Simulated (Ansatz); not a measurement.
# Ge4MoPt: the cost of one run

Method: DFT PBE, scalar-relativistic, plane waves, PAW, unless a step names another level, in Ansatz 0.2.0.

2 further runs of the same task are left out: 2 that didn't finish.

## Step 1: The starting structure

The structure is monoclinic, space group P2_1/m (No. 11). The conventional cell has a = 7.217 Å, b = 3.535 Å, c = 8.062 Å, α = 90.00°, β = 95.89°, γ = 90.00°. Ge (site symmetry m) is surrounded by 3 Ge at 2.52 to 2.75 Å and 3 Pt at 2.57 to 2.58 Å and 1 Mo at 2.81 Å. Ge (site symmetry m) is surrounded by 3 Ge at 2.52 to 2.75 Å and 2 Mo at 2.56 Å. Around Ge (site symmetry m) lie 3 Mo at 2.72 to 2.79 Å and 1 Pt at 2.72 Å and 6 Ge at 2.92 to 3.02 Å. Around Ge (site symmetry m) lie 2 Pt at 2.53 Å and 3 Mo at 2.69 to 2.71 Å and 2 Ge at 2.80 Å. Around Mo (site symmetry m) lie 9 Ge at 2.56 to 2.81 Å. Pt (site symmetry m) is surrounded by 6 Ge at 2.53 to 2.72 Å.

Coordinates:

```
CELL_PARAMETERS angstrom
7.21742 0.00000 -0.00274
0.00000 3.53539 0.00000
-0.82374 0.00000 8.02027
ATOMIC_POSITIONS crystal
Ge 0.25237 0.75000 0.50799
Ge 0.94914 0.75000 0.32170
Ge 0.74763 0.25000 0.49201
Ge 0.05086 0.25000 0.67830
Ge 0.13863 0.25000 0.08694
Ge 0.52178 0.25000 0.86901
Ge 0.86137 0.75000 0.91306
Ge 0.47822 0.75000 0.13099
Mo 0.23557 0.75000 0.85513
Mo 0.76443 0.25000 0.14487
Pt 0.41617 0.25000 0.34215
Pt 0.58383 0.75000 0.65785
```

It came out lowest among 19 distinct ends of the trial cells. At a tolerance of 0.05 Å it has space group P2_1/m (No. 11).

## Step 2: A stricter relaxation, on the response runs' mesh and smearing

File input.yaml:

```yaml
crystal:
  lattice:
    - [7.2174242521, 0.0, -0.0027354214]
    - [0.0, 3.5353869092, 0.0]
    - [-0.8237407132, 0.0, 8.0202668467]
  atoms:
    - { symbol: Ge, position: [0.2523696867, 0.75, 0.5079897196] }
    - { symbol: Ge, position: [0.9491447871, 0.75, 0.3217029411] }
    - { symbol: Ge, position: [0.7476303133, 0.25, 0.4920102804] }
    - { symbol: Ge, position: [0.0508552129, 0.25, 0.6782970589] }
    - { symbol: Ge, position: [0.1386254797, 0.25, 0.0869375644] }
    - { symbol: Ge, position: [0.5217788697, 0.25, 0.8690146967] }
    - { symbol: Ge, position: [0.8613745203, 0.75, 0.9130624356] }
    - { symbol: Ge, position: [0.4782211303, 0.75, 0.1309853033] }
    - { symbol: Mo, position: [0.2355682261, 0.75, 0.8551252001] }
    - { symbol: Mo, position: [0.7644317739, 0.25, 0.1448747999] }
    - { symbol: Pt, position: [0.4161708359, 0.25, 0.3421488794] }
    - { symbol: Pt, position: [0.5838291641, 0.75, 0.6578511206] }
basis:
  ecutwfc: 420
kpoints:
  mp_grid: { grid: [4, 10, 4] }
hamiltonian:
  xc: pbe
scf:
  occupations: { method: gaussian, width: 0.1 }
output:
  forces: true
  stress: true
  eigenvalues: true
relax:
  adjacent_minimum: "off"
  f_tol: 0.001
  max_steps: 60
  cell: { stress_tol: 0.01 }
```

Run with:

```sh
$ ansatz run input.yaml --threads 3 --pin off --max-ram 7680MiB --backend cpu --events-out ev --progress --plain --runs-dir out
```

**Question.** How long does this run take on 3 threads of Intel Xeon at 2.70GHz, shared host, and how much memory does it need?

About 3.3 min, with a peak of 1.3 GiB.
